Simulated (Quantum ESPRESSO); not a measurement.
Crystal: Sn3Se.

```
Sn Se
1.0
     4.74188    0.00000    0.00000
     0.00000    4.74188    0.00000
     0.00000    0.00000    4.74188
Sn Se
3 1
Direct
  0.50000 0.50000 0.00000
  0.50000 0.00000 0.50000
  0.00000 0.50000 0.50000
  0.00000 0.00000 0.00000
```

The cell comes from a database or a generator and needn't be the stable form of this composition.

Base run:

```yaml
Program: Quantum ESPRESSO 7.5
Functional: PBEsol
Potentials_or_basis: GBRV 1.5 PBEsol
Cutoff: 925 eV
Density_cutoff: 7401 eV
k_mesh: 6 × 6 × 6
Occupations: fermi-dirac, width 0.05 eV
Spin: no spin polarisation
```

Its results: band gap on the k mesh none (metal or under the smearing width); pressure -2.9 GPa.

The run is repeated on the same cell with these changes: functional from PBEsol to LDA; potentials or basis from GBRV 1.5 PBEsol to GBRV 1.5 LDA. What comes out?

Band gap on the k mesh none (metal or under the smearing width); pressure -4.1 GPa.

Caveats: some levels on the path didn't converge (some runs); spin-orbit coupling is left out, which moves the levels of the heavy elements (some runs).
